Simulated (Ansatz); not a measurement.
# ClGaGeH₄: one species, many methods

The task here is to estimate one member of a computed series from the others.

Computed with Ansatz 0.2.0, Gaussian basis. Level: functionals in def2-TZVPP, the program's frozen cores in correlated methods.

Levels to be run: LDA (SPW92), PBE-D4, revPBE-D4, BLYP-D4, r2SCAN-D4, B97M-V, PBE0-D4, B3LYP-D4, r2SCANh-D4, r2SCAN0-D4, HSE06-D4, BHLYP-D4, CAM-B3LYP-D4, LC-ωPBE, ωB97X-V, ωB97M-V, B2PLYP, PBE-QIDH; CCSD(T)/def2-SVP; CCSD(T)/def2-TZVPP; MP2/def2-QZVPP; extrapolation to the limit; RPA on PBE.

## Structure used throughout

An earlier PBE0-D4 in a triple-zeta def2 set relaxation fixed the geometry.

SMILES `[Cl][GaH][GeH3]`, 7 atoms, charge 0, spin multiplicity 1.

Atoms are counted from 1 here; the program's logs count them from 0.

Bond lengths: Cl1–Ga2 2.159 Å, Ga2–Ge3 2.435 Å, Ga2–H4 1.564 Å, Ge3–H5 1.537 Å, Ge3–H6 1.537 Å, Ge3–H7 1.538 Å. Angles: Cl1–Ga2–Ge3 114.2°, Cl1–Ga2–H4 113.7°, Ge3–Ga2–H4 132.0°, Ga2–Ge3–H5 109.6°, Ga2–Ge3–H6 109.7°, Ga2–Ge3–H7 111.9°, H5–Ge3–H6 108.3°, H5–Ge3–H7 108.5°, H6–Ge3–H7 108.6°.

The first run:

in.yaml reads:

```yaml
crystal:
  periodic: [false, false, false]
  atoms:
    - {symbol: Cl, position_ang: [-2.162152, -1.405941, 1.317690]}
    - {symbol: Ga, position_ang: [-0.748035, -1.089034, -0.282233]}
    - {symbol: Ge, position_ang: [0.706838, 0.837777, 0.037249]}
    - {symbol: H, position_ang: [-0.853553, -2.142478, -1.433525]}
    - {symbol: H, position_ang: [-0.140746, 2.118859, 0.102105]}
    - {symbol: H, position_ang: [1.471186, 0.697243, 1.363327]}
    - {symbol: H, position_ang: [1.726462, 0.983576, -1.104623]}
basis:
  gaussian: {orbitals: def2-TZVPP}
hamiltonian: {xc: lda}
output: {orbitals: {seedname: orbitals}}
```

Among the steps run: LDA; PBE-D4 (GGA); revPBE-D4 (GGA); BLYP-D4 (GGA); r2SCAN-D4 (meta-GGA); B97M-V (meta-GGA); PBE0-D4 (hybrid); B3LYP-D4 (hybrid); r2SCANh-D4 (hybrid); r2SCAN0-D4 (hybrid); HSE06-D4 (hybrid); BHLYP-D4 (hybrid); CAM-B3LYP-D4 (range-separated); LC-ωPBE (range-separated); ωB97X-V (range-separated); ωB97M-V (range-separated); B2PLYP (double hybrid); PBE-QIDH (double hybrid).

One table of the session follows, with a row left open; its other results are not shown here.

It belongs to the step «Orbital energies across the functionals». 

| functional | HOMO (eV) | LUMO (eV) | gap (eV) |
| --- | --- | --- | --- |
| LDA (SPW92) | -6.79 | -3.05 | 3.73 |
| PBE-D4 | -6.68 | -2.81 | 3.86 |
| revPBE-D4 | -6.63 | -2.70 | 3.93 |
| BLYP-D4 | -6.53 | -2.74 | 3.80 |
| r2SCAN-D4 | -6.97 | -2.64 | 4.34 |
| B97M-V | -7.06 | -2.81 | 4.25 |
| PBE0-D4 | -7.81 | -2.07 | 5.75 |
| B3LYP-D4 | -7.60 | -2.31 | 5.29 |
| r2SCANh-D4 | -7.38 | -2.37 | 5.02 |
| r2SCAN0-D4 | ? | ? | ? |
| HSE06-D4 | -7.42 | -2.43 | 4.99 |
| BHLYP-D4 | -8.81 | -1.32 | 7.49 |
| CAM-B3LYP-D4 | -9.05 | -1.14 | 7.91 |
| LC-ωPBE | -10.36 | -0.01 | 10.35 |
| ωB97X-V | -10.03 | -0.15 | 9.88 |
| ωB97M-V | -9.84 | -0.33 | 9.51 |

Estimate the missing values for r2SCAN0-D4.

Worked estimate for «HOMO (eV)». Against the share of exact exchange, r2SCAN-D4 (0, -6.97), r2SCANh-D4 (0.1, -7.38) give a slope of -4.10 per unit share; at 0.25 the line stands at -7.99.

The run gave: HOMO (eV): -8.00; LUMO (eV): -1.97; gap (eV): 6.03. In «HOMO (eV)» the line misses by +0.01.
